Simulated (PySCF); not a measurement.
# C5H8Si: the cost of one run

The runs use PySCF 2.14.0, with density-fitted response routines of our own; the level of theory stands in each step. All values are computed, except where a source is named. Atoms count from 0, in the outputs and in this text.

**1. Starting geometry**

14 atoms, charge 0, multiplicity 1; geometry from: GFN2-xTB. The atoms were then displaced at random by about 0.01 Å, so the start is not that level's minimum.

Bonds of the start (Å): C0–C1 1.20, C1–C2 1.45, C2–Si3 1.87, Si3–C4 1.92, C4–C5 1.55, C5–Si3 1.91, C0–H6 1.06, C2–H7 1.08, C2–H8 1.11, Si3–H9 1.46, C4–H10 1.10, C4–H11 1.06, C5–H12 1.09, C5–H13 1.09.

**2. Geometry optimisation at PBE0-D3(BJ)/def2-SVP**

Job settings and geometry (Å):

```
{"job": {"xc": "PBE0", "basis": "def2-SVP", "d3": "d3bj", "grid": 1, "shake": 0.01, "kind": "geom"}, "charge": 0, "multiplicity": 1}
C      3.244280     0.904740     0.313550
C      2.299810     0.158820     0.275860
C      1.169600    -0.752480     0.252000
Si    -0.348190     0.051280     0.981090
C     -2.043560    -0.670420     0.440380
C     -1.703900     0.699120    -0.195150
H      4.044950     1.591910     0.325160
H      1.018280    -1.062330    -0.772510
H      1.456790    -1.633170     0.856540
H     -0.244490     0.642710     2.313740
H     -2.884870    -0.658880     1.144430
H     -2.093670    -1.503250    -0.220040
H     -1.575660     0.693710    -1.272830
H     -2.346560     1.523160     0.110060
```

The run is started by

```
$ OMP_NUM_THREADS=1 python probes_run.py task.json out
```

One launch serves the whole session: the jobs run in the order shown.

**Question.** How long does this first job take on 1 thread of Arm Neoverse V1, shared host, and how much memory does it need?

About 40 s, with a peak of 0.53 GiB.
